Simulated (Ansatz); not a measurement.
# CH7BSi2: up Jacob's ladder to CCSD(T)

One table from this session's results is given with a row withheld; the runs are named, their logs left out.

Method: functionals in def2-TZVPP, the program's frozen cores in correlated methods; program: Ansatz 0.2.0, Gaussian basis.

The runs, in order: LDA (SPW92), PBE-D4, revPBE-D4, BLYP-D4, r2SCAN-D4, B97M-V, PBE0-D4, B3LYP-D4, r2SCANh-D4, r2SCAN0-D4, HSE06-D4, BHLYP-D4, CAM-B3LYP-D4, LC-ωPBE, ωB97X-V, ωB97M-V, B2PLYP, PBE-QIDH; CCSD(T)/def2-SVP; CCSD(T)/def2-TZVPP; MP2/def2-QZVPP; extrapolation to the limit; RPA on PBE.

### The relaxed structure

All runs share one geometry, relaxed beforehand with PBE0-D4 in a triple-zeta def2 set.

SMILES `[SiH3]B1C[SiH2]1`, 11 atoms, charge 0, spin multiplicity 1.

Atoms are counted from 1 here; the program's logs count them from 0.

Bond lengths: Si1–B2 1.987 Å, Si1–H5 1.490 Å, Si1–H6 1.491 Å, Si1–H7 1.490 Å, B2–C3 1.486 Å, B2–Si4 1.905 Å, C3–Si4 2.032 Å, C3–H8 1.095 Å, C3–H9 1.089 Å, Si4–H10 1.480 Å, Si4–H11 1.487 Å. Angles: B2–Si1–H5 110.5°, B2–Si1–H6 113.8°, B2–Si1–H7 108.9°, H5–Si1–H6 108.2°, H5–Si1–H7 107.4°, H6–Si1–H7 107.9°, Si1–B2–C3 135.0°, Si1–B2–Si4 136.3°, C3–B2–Si4 72.5°, B2–C3–Si4 63.3°, B2–C3–H8 124.8°, B2–C3–H9 122.9°, Si4–C3–H8 85.6°, Si4–C3–H9 139.5°, H8–C3–H9 110.5°, B2–Si4–C3 44.2°, B2–Si4–H10 126.7°, B2–Si4–H11 122.3° and more.

The first run:

in.yaml reads:

```yaml
crystal:
  periodic: [false, false, false]
  atoms:
    - {symbol: Si, position_ang: [-0.981551, 1.689564, -0.443701]}
    - {symbol: B, position_ang: [0.281862, 0.287540, 0.176278]}
    - {symbol: C, position_ang: [0.231197, -0.800340, 1.186855]}
    - {symbol: Si, position_ang: [1.121471, -1.243064, -0.585675]}
    - {symbol: H, position_ang: [-1.561148, 1.320344, -1.766283]}
    - {symbol: H, position_ang: [-2.105722, 1.945297, 0.501102]}
    - {symbol: H, position_ang: [-0.234822, 2.966562, -0.624097]}
    - {symbol: H, position_ang: [1.107817, -1.266851, 1.647297]}
    - {symbol: H, position_ang: [-0.670149, -1.047634, 1.745409]}
    - {symbol: H, position_ang: [2.381557, -1.877185, -0.137248]}
    - {symbol: H, position_ang: [0.494986, -2.031234, -1.679334]}
basis:
  gaussian: {orbitals: def2-TZVPP}
hamiltonian: {xc: lda}
output: {orbitals: {seedname: orbitals}}
```

Launch:

```bash
> ansatz run in.yaml --threads 2 --pin off --events-out ev --progress --plain --max-ram 4352MiB
```

Among the steps run: LDA; PBE-D4 (GGA); revPBE-D4 (GGA); BLYP-D4 (GGA); r2SCAN-D4 (meta-GGA); B97M-V (meta-GGA); PBE0-D4 (hybrid); B3LYP-D4 (hybrid); r2SCANh-D4 (hybrid); r2SCAN0-D4 (hybrid); HSE06-D4 (hybrid); BHLYP-D4 (hybrid); CAM-B3LYP-D4 (range-separated); LC-ωPBE (range-separated); ωB97X-V (range-separated); ωB97M-V (range-separated); B2PLYP (double hybrid); PBE-QIDH (double hybrid).

One table of the session follows, with a row left open; its other results are not shown here.

It belongs to the step «Frontier levels by functional». 

```
  functional  HOMO (eV)  LUMO (eV)  gap (eV)
 LDA (SPW92)          ?          ?         ?
      PBE-D4      -5.90      -2.76      3.13
   revPBE-D4      -5.85      -2.69      3.16
     BLYP-D4      -5.74      -2.56      3.17
   r2SCAN-D4      -6.06      -2.58      3.48
      B97M-V      -6.14      -2.61      3.54
     PBE0-D4      -6.88      -1.87      5.00
    B3LYP-D4      -6.68      -2.02      4.66
  r2SCANh-D4      -6.43      -2.26      4.17
  r2SCAN0-D4      -6.99      -1.78      5.20
    HSE06-D4      -6.49      -2.25      4.23
    BHLYP-D4      -7.71      -0.81      6.90
CAM-B3LYP-D4      -8.08      -0.71      7.38
     LC-ωPBE      -9.36       0.34      9.70
     ωB97X-V      -9.04       0.27      9.31
     ωB97M-V      -8.90       0.08      8.98
```

**Question.** Estimate the row for LDA (SPW92).

**Answer.** HOMO (eV): -6.01; LUMO (eV): -2.94; gap (eV): 3.07. In the column «HOMO (eV)» it lies between r2SCAN-D4 (-6.06) and PBE-D4 (-5.90).
